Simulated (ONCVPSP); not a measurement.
**Pseudopotential generation for W: ONCV, PBE**

Do these settings give a usable potential? It is generated, then checked for transferability, scattering, ghosts and hardness.

Program: ONCVPSP 4.0.1.1 (patched build). Reference atom: PBE, scalar-relativistic, spherical and spin-unpolarised. All values are calculated.

**1. The atom and the settings**

The settings as typed:

```
element                 : tungsten (W, Z = 74)
type                    : optimised norm-conserving Vanderbilt (ONCV)
frozen core             : [Kr] 4d10
valence charge          : 28
reference configuration : 4f14 5s2 5p6 5d4.5 6s1.5
partial waves           : 5s+6s: rc 2.00 bohr, ncon 3, nbas 7, qcut 7.2 1/bohr, 2 projectors; 5p: rc 1.25 bohr, ncon 3, nbas 7, qcut 5.6 1/bohr, 2 projectors, debl 1.4 Ha; 5d: rc 2.55 bohr, ncon 3, nbas 8, qcut 7.3 1/bohr, 2 projectors, debl 0.9 Ha; 4f: rc 0.85 bohr, ncon 4, nbas 9, qcut 19.9 1/bohr, 2 projectors, debl 0.7 Ha
local potential         : polynomial inside 0.80 bohr (lpopt 5, dvloc0 0 Ha)
core correction         : Teter function, parameters optimised by the program
```

The nodes and maxima of the atom's own shells, from an earlier all-electron run, set the scale for the radii.

All-electron outer shells of the reference configuration (PBE, scalar-relativistic, ld1.x):

```json
{"shell": "4d", "level (eV)": "-237.39", "outermost node (bohr)": "0.22", "outermost maximum (bohr)": "0.45"}
{"shell": "5s", "level (eV)": "-78.06", "outermost node (bohr)": "0.53", "outermost maximum (bohr)": "0.96"}
{"shell": "5p", "level (eV)": "-42.26", "outermost node (bohr)": "0.57", "outermost maximum (bohr)": "1.09"}
{"shell": "4f", "level (eV)": "-32.17", "outermost node (bohr)": "–", "outermost maximum (bohr)": "0.43"}
{"shell": "6s", "level (eV)": "-5.41", "outermost node (bohr)": "1.28", "outermost maximum (bohr)": "2.67"}
{"shell": "5d", "level (eV)": "-3.86", "outermost node (bohr)": "0.63", "outermost maximum (bohr)": "1.50"}
{"shell": "6p", "level (eV)": "-1.24", "outermost node (bohr)": "1.54", "outermost maximum (bohr)": "3.84"}
```

**2. The generation run**

Input file W.dat:

```
# ATOM AND REFERENCE CONFIGURATION
# atsym  z   nc   nv     iexc    psfile
  W 74.00    9    5        4      upf
#
#   n    l    f
    1    0    2.00
    2    0    2.00
    2    1    6.00
    3    0    2.00
    3    1    6.00
    3    2   10.00
    4    0    2.00
    4    1    6.00
    4    2   10.00
    4    3   14.00
    5    0    2.00
    5    1    6.00
    5    2    4.50
    6    0    1.50
#
# PSEUDOPOTENTIAL AND OPTIMIZATION
# lmax
    3
#
#   l,   rc,      ep,       ncon, nbas, qcut
    0    2.00    0.00    3    7    7.20
    1    1.25    0.00    3    7    5.60
    2    2.55    0.00    3    8    7.30
    3    0.85    0.00    4    9   19.90
#
# LOCAL POTENTIAL
# lloc, lpopt,  rc(5),   dvloc0
    4    5    0.80    0.00
#
# VANDERBILT-KLEINMAN-BYLANDER PROJECTORs
# l, nproj, debl
    0    2    0.60
    1    2    1.40
    2    2    0.90
    3    2    0.70
#
# MODEL CORE CHARGE
# icmod, fcfact, rcfact
    4    0.50    0.00
#
# LOG DERIVATIVE ANALYSIS
# epsh1, epsh2, depsh
   -4.00    5.00    0.02
#
# OUTPUT GRID
# rlmax, drl
    6.00    0.01
#
# TEST CONFIGURATIONS
# ncnf
    4
# nvcnf
#   n    l    f
    5
    4    3   14.00
    5    0    2.00
    5    1    6.00
    5    2    4.00
    6    0    2.00
#
    5
    4    3   14.00
    5    0    2.00
    5    1    6.00
    5    2    4.00
    6    0    1.00
#
    5
    4    3   14.00
    5    0    2.00
    5    1    6.00
    5    2    4.00
    6    0    0.00
#
    6
    4    3   14.00
    5    0    2.00
    5    1    6.00
    5    2    3.00
    6    0    2.00
    6    1    1.00
#
```

Command:

```console
oncvpsp.x < W.dat > W.out
```

Q: Predict the outcome of this session. Wanted: cutoffs for 1 and 0.1 mHa per electron, occupied waves; bound ghosts; GHOST(+) flags; largest test error; largest phase difference near zero energy, channels read; rms error of d²Exc/dn², without and with the model core; projector energies reset by the program.

As calculated:

| quantity | value |
| --- | --- |
| cutoffs for 1 and 0.1 mHa per electron, occupied waves | 175 Ha and 190 Ha |
| bound ghosts | s at -249.11 eV |
| GHOST(+) flags | p at 102 eV, d at 611 eV |
| largest test error (AE − PS) | -9.4 meV, for 4f14 5s2 5p6 5d4 6s0 |
| largest phase difference near zero energy, channels read | 0.000 rad |
| rms error of d²Exc/dn², without and with the model core | 5.21 and 1.62 mHa |
| projector energies reset by the program | p: -1.553, 0.250 Ha; f: -1.182, 0.250 Ha |

It has a bound ghost (s), a state that the atom doesn't have, and that rules the file out. By total energies transferability is good: the largest error is 9.4 meV on 23.9 eV, for 4f14 5s2 5p6 5d4 6s0. Atomic tests can pass in spite of a ghost, since they solve only for the levels asked. The potential is very hard: the looser tolerance needs 175 Ha. At the looser tolerance the 4f wave is the slowest; 5p needs 94 Ha. Near zero energy the phases of the channels with partial waves agree within 0.001 rad. The program also flags highly localised states, GHOST(+) (p, d).
